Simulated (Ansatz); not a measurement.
GeW:

```
Ge W
1.0
     0.00000    2.57761    2.57761
     2.57761    0.00000    2.57761
     2.57761    2.57761    0.00000
Ge W
1 1
Direct
  0.50000 0.50000 0.50000
  0.00000 0.00000 0.00000
```

The cell was built by a generator and needn't be a form met in nature.

```yaml
Program: Ansatz 0.2.0
Task: single point
Functional: PBE
Potentials_or_basis: Ansatz PAW
Cutoff: "420 eV (not typed: the program's choice for these potentials)"
k_mesh: 9 × 9 × 9
Occupations: fermi-dirac, width 0.05 eV
Spin: no spin polarisation
```

On this cell: pressure 0.2 GPa; largest force zero by symmetry; band gap on the k mesh none (metal or under the smearing width).

The same run follows on a disturbed copy (atoms moved at random, drawn with an rms of 0.05 Å):

```
CELL_PARAMETERS angstrom
0.00000 2.57761 2.57761
2.57761 0.00000 2.57761
2.57761 2.57761 0.00000
ATOMIC_POSITIONS crystal
Ge 0.50600 0.48192 0.51026
W 0.01570 0.99878 0.99141
```

Task: What does the disturbed cell give?

Result: The energy (extrapolated to zero smearing) moves by +12.0 meV/atom; pressure 0.6 GPa; largest force 0.669 eV/Å; band gap on the k mesh none (metal or under the smearing width).

Forces on the atoms (eV/Å):
```
Ge  -0.046 -0.212  0.633
W    0.046  0.212 -0.633
```

Stress tensor (GPa, compression positive):
```
 0.09 -0.01  0.04
-0.01  0.26  0.17
 0.04  0.17  1.56
```
